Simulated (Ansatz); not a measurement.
**Si₄GeH₁₂: a ladder of functionals and wavefunction methods**

The task here is to estimate one member of a computed series from the others.

Program: Ansatz 0.2.0, Gaussian basis. Level of theory: functionals in def2-TZVPP, the program's frozen cores in correlated methods. These are calculated values, not measurements.

Plan: LDA (SPW92), PBE-D4, revPBE-D4, BLYP-D4, r2SCAN-D4, B97M-V, PBE0-D4, B3LYP-D4, r2SCANh-D4, r2SCAN0-D4, HSE06-D4, BHLYP-D4, CAM-B3LYP-D4, LC-ωPBE, ωB97X-V, ωB97M-V, B2PLYP, PBE-QIDH; CCSD(T)/def2-SVP; CCSD(T)/def2-TZVPP; MP2/def2-QZVPP; extrapolation to the limit; RPA on PBE.

## The relaxed structure

All runs share one geometry, relaxed beforehand with PBE0-D4 in a triple-zeta def2 set.

17 atoms, charge 0, spin multiplicity 1.

Atoms are counted from 1 here; the program's logs count them from 0.

Bond lengths: Si1–Si2 2.337 Å, Si1–H6 1.488 Å, Si1–H7 1.488 Å, Si1–H8 1.488 Å, Si2–Ge3 2.382 Å, Si2–H9 1.490 Å, Si2–H10 1.490 Å, Ge3–Si4 2.382 Å, Ge3–H11 1.540 Å, Ge3–H12 1.540 Å, Si4–Si5 2.337 Å, Si4–H13 1.490 Å, Si4–H14 1.490 Å, Si5–H15 1.488 Å, Si5–H16 1.488 Å, Si5–H17 1.488 Å. Angles: Si2–Si1–H6 109.8°, Si2–Si1–H7 111.6°, Si2–Si1–H8 109.4°, H6–Si1–H7 108.8°, H6–Si1–H8 108.4°, H7–Si1–H8 108.7°, Si1–Si2–Ge3 109.3°, Si1–Si2–H9 110.4°, Si1–Si2–H10 109.5°, Ge3–Si2–H9 110.7°, Ge3–Si2–H10 108.7°, H9–Si2–H10 108.3°, Si2–Ge3–Si4 109.0°, Si2–Ge3–H11 110.2°, Si2–Ge3–H12 109.7°, Si4–Ge3–H11 109.8°, Si4–Ge3–H12 110.2°, H11–Ge3–H12 107.9° and more.

The first run:

Contents of in.yaml:

```yaml
crystal:
  periodic: [false, false, false]
  atoms:
    - {symbol: Si, position_ang: [0.418077, -2.409290, 1.064819]}
    - {symbol: Si, position_ang: [1.813482, -0.587377, 0.625256]}
    - {symbol: Ge, position_ang: [1.162884, 0.424839, -1.430778]}
    - {symbol: Si, position_ang: [-1.186988, 0.814756, -1.394005]}
    - {symbol: Si, position_ang: [-1.757872, 1.921682, 0.582939]}
    - {symbol: H, position_ang: [0.512475, -3.395069, -0.045611]}
    - {symbol: H, position_ang: [0.783674, -3.085386, 2.338451]}
    - {symbol: H, position_ang: [-0.991182, -1.941099, 1.159727]}
    - {symbol: H, position_ang: [3.236075, -1.025476, 0.569095]}
    - {symbol: H, position_ang: [1.676635, 0.418180, 1.715776]}
    - {symbol: H, position_ang: [1.909110, 1.757969, -1.627725]}
    - {symbol: H, position_ang: [1.529341, -0.502287, -2.605155]}
    - {symbol: H, position_ang: [-1.887312, -0.498990, -1.447591]}
    - {symbol: H, position_ang: [-1.606417, 1.616604, -2.577194]}
    - {symbol: H, position_ang: [-1.358316, 1.088512, 1.749248]}
    - {symbol: H, position_ang: [-3.220109, 2.183499, 0.661493]}
    - {symbol: H, position_ang: [-1.033558, 3.218944, 0.661265]}
basis:
  gaussian: {orbitals: def2-TZVPP}
hamiltonian: {xc: lda}
output: {orbitals: {seedname: orbitals}}
```

Steps of the session up to this table: LDA; PBE-D4 (GGA); revPBE-D4 (GGA); BLYP-D4 (GGA); r2SCAN-D4 (meta-GGA); B97M-V (meta-GGA); PBE0-D4 (hybrid); B3LYP-D4 (hybrid); r2SCANh-D4 (hybrid); r2SCAN0-D4 (hybrid); HSE06-D4 (hybrid); BHLYP-D4 (hybrid); CAM-B3LYP-D4 (range-separated); LC-ωPBE-D4 (range-separated; the results give it without D4); ωB97X-V (range-separated); ωB97M-V (range-separated); B2PLYP (double hybrid); PBE-QIDH (double hybrid).

One table of the session follows, with a row left open; its other results are not shown here.

It belongs to the step «Frontier levels by functional». 

```
  functional  HOMO (eV)  gap (eV)
 LDA (SPW92)      -6.88      5.52
      PBE-D4      -6.78      5.62
   revPBE-D4      -6.73      5.68
     BLYP-D4      -6.60      5.58
   r2SCAN-D4          ?         ?
      B97M-V      -7.16      6.01
     PBE0-D4      -7.79      7.45
    B3LYP-D4      -7.57      7.04
  r2SCANh-D4      -7.39      6.76
  r2SCAN0-D4      -7.94      7.73
    HSE06-D4      -7.40      6.70
    BHLYP-D4      -8.65      9.20
CAM-B3LYP-D4      -8.95      9.61
     LC-ωPBE     -10.24     11.97
     ωB97X-V      -9.93     11.54
     ωB97M-V      -9.72     11.03
```

**Question.** Estimate the row for r2SCAN-D4.

Worked estimate for «HOMO (eV)». Against the share of exact exchange, r2SCANh-D4 (0.1, -7.39), r2SCAN0-D4 (0.25, -7.94) give a slope of -3.67 per unit share; at 0 the line stands at -7.02.

As computed: HOMO (eV): -7.02; gap (eV): 6.12. In «HOMO (eV)» the line misses by 0.00.
